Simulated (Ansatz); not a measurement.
# La3GaN4: the band gap up the ladder of functionals

One table from this session's results is given with a row withheld; the runs are named, their logs left out.

The runs shown are made with Ansatz 0.2.0. PAW datasets, plane waves. These are computed values for a spin-unpolarised cell that may be hypothetical; none is a measurement.

**The cell**

The cell was relaxed beforehand with r2SCAN.

The symmetry is Pm (No. 6, monoclinic); conventional cell a = 5.743 Å, b = 3.849 Å, c = 6.880 Å, β = 91.0°, 19.01 Å³ an atom. Around Ga lie 4 N at 1.92–2.23 Å; around La lie 4 N at 2.40–2.58 Å; around La lie 4 N at 2.33–2.50 Å; around La lie 4 N at 2.35–2.51 Å; around N lie 1 Ga at 1.92 Å and 3 La at 2.33–2.35 Å.

The structure in full:

```cif
data_structure
_symmetry_space_group_name_H-M 'Pm'
_symmetry_Int_Tables_number 6
_cell_length_a 5.7432
_cell_length_b 3.8486
_cell_length_c 6.8804
_cell_angle_alpha 90.000
_cell_angle_beta 90.996
_cell_angle_gamma 90.000
_cell_volume 152.06
loop_
_atom_site_label
_atom_site_type_symbol
_atom_site_symmetry_multiplicity
_atom_site_Wyckoff_symbol
_atom_site_fract_x
_atom_site_fract_y
_atom_site_fract_z
_atom_site_occupancy
Ga1 Ga 1 a 0.00530 0.00000 0.35090 1
La1 La 1 b 0.01373 0.50000 0.83987 1
La2 La 1 b 0.53058 0.50000 0.17249 1
La3 La 1 a 0.51350 0.00000 0.63779 1
N1 N 1 a 0.67122 0.00000 0.32508 1
N2 N 1 b 0.59109 0.50000 0.82703 1
N3 N 1 b 0.09801 0.50000 0.20878 1
N4 N 1 a 0.07657 0.00000 0.63805 1
```

Set-up of the first run:

Input file input.yaml:

```yaml
crystal:
  lattice:
    - [5.7429496745, 0.0, 0.0523993608]
    - [0.0, 3.848604974, 0.0]
    - [0.0568761375, 0.0, 6.8801613257]
  atoms:
    - { symbol: Ga, position: [0.0053026626, 0.0, 0.6490956751] }
    - { symbol: La, position: [0.0137261877, 0.5, 0.1601256921] }
    - { symbol: La, position: [0.5305832015, 0.5, 0.8275131012] }
    - { symbol: La, position: [0.513500208, 0.0, 0.3622059394] }
    - { symbol: "N", position: [0.6712198879, 0.0, 0.6749171059] }
    - { symbol: "N", position: [0.5910863484, 0.5, 0.1729719871] }
    - { symbol: "N", position: [0.0980108575, 0.5, 0.7912238536] }
    - { symbol: "N", position: [0.0765706463, 0.0, 0.3619466456] }
kpoints:
  mp_grid: { grid: [4, 6, 4] }
  band_path:
    path:
      - [0.0, 0.0, 0.0]
      - [1.17960702424e-50, -0.5, 5.720566068087e-34]
      - [1.58832201509e-19, -0.5, -0.5]
      - [1.58832201509e-19, 1.811104294097e-34, -0.5]
      - [0.0, 0.0, 0.0]
      - [-0.5, 5.686527553862e-34, -0.5]
      - [-0.5, -0.5, -0.5]
      - [1.17960702424e-50, -0.5, 5.720566068087e-34]
      - [-0.5, -0.5, 5.022493172866e-17]
      - [-0.5, 3.875423259765e-34, 5.022493172866e-17]
      - [0.0, 0.0, 0.0]
    npoints: 10
hamiltonian:
  xc: pbe
scf:
  occupations: { method: fermi_dirac, width: 0.02 }
  n_extra_bands: 6
output:
  forces: true
  stress: true
  eigenvalues: true
```

On the command line:

```
> ansatz run input.yaml --threads 2 --pin off --max-ram 20275MiB --backend cpu --events-out ev --progress --plain --runs-dir out
```

Steps of the session up to this table: Band structure with PBE; r2SCAN; HSE06; PBE+SOC at the same geometry; PBE0 at the same geometry.

One table of the session follows, with a row left open; its other results are not shown here.

| level | gap (eV) |
| --- | --- |
| PBE | 0.61 |
| r2SCAN | 0.86 |
| HSE06 | 1.53 |
| PBE+SOC | 0.60 |
| PBE0 | ? |

**Question.** Estimate the row for PBE0.

The run gave: gap (eV): 2.22. In the column «gap (eV)» it is the highest.

Meshes: PBE 4×6×4, r2SCAN 4×6×4, HSE06 4×4×2, PBE+SOC 4×6×4, PBE0 4×4×2

PBE+SOC gives the least gap, 0.60 eV, and PBE0 the largest, 2.22 eV. PBE reaches 40 % of the HSE06 value, and r2SCAN 56 %. PBE0 lies 0.68 eV above HSE06, which differs from it by screening the long-range exchange.

Limits of these values: Warnings in the runs' records: stress scf threshold loose, stress exchange threshold loose.
